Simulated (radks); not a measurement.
# Ionisation of Mo⁺: one atom, several choices of functional

An exercise on one series of results from a longer session: the logs are not shown, and one member is left open.

Method: Dirac Kohn-Sham, spin-unpolarised, spherical densities, point nucleus; open shells are shared between the two j in proportion to 2j + 1. Code: radks (a radial shooting solver on a logarithmic mesh, Libxc functionals) version 1.

## The atom as given

* element: molybdenum (Z = 42)
* charge: +1
* electrons: 41
* configuration: [Kr] 4d5
* ion: Mo²⁺, [Kr] 4d4
* choices: revPBE; AM05; PBE; Wu-Cohen GGA

The outer shells:

Mo⁺
```
[Kr] core
4d [↑ ][↑ ][↑ ][↑ ][↑ ]
```

Mo²⁺
```
[Kr] core
4d [↑ ][↑ ][↑ ][↑ ][  ]
```

Set-up of the first run:

Settings of this run:

```text
Z 42
configuration [Kr] 4d5
relativity Dirac
functional pbe_r,pbe
spin unpolarised
j_filling average
nucleus point
c 137.035999084
```

Steps of the session up to this table: revPBE: Mo⁺; revPBE: Mo²⁺; AM05: Mo⁺; AM05: Mo²⁺; PBE: Mo⁺; PBE: Mo²⁺; Wu-Cohen GGA: Mo⁺; Wu-Cohen GGA: Mo²⁺.

One of the session's tables, all rows but one given; the rest of the session is left out.

```
  functional  Δ-SCF (eV)  −ε(HOMO) (eV)
      revPBE      15.375         10.241
        AM05      15.432         10.299
         PBE      15.461         10.329
Wu-Cohen GGA           ?              ?
```

**Question.** Estimate the row for Wu-Cohen GGA.

As computed: Δ-SCF (eV): 15.450; −ε(HOMO) (eV): 10.320. In the column «Δ-SCF (eV)» it lies between AM05 (15.432) and PBE (15.461).

**Reading.** The NIST Atomic Spectra Database lists 16.2 +/- 0.12 eV (semi-empirical). The smallest miss is that of PBE (-0.70 eV), the largest that of revPBE (-0.78 eV). The ionisation energies span 0.09 eV, the total energies of Mo⁺ 115 eV: most of the change in the total cancels in the difference. Spin polarisation and multiplet splitting are left out, so open shells lie too high by an amount that depends on their filling. Sharing an open shell by 2j + 1 raises it above the true ground level by a part of the spin-orbit splitting, which enters the differences from NIST.
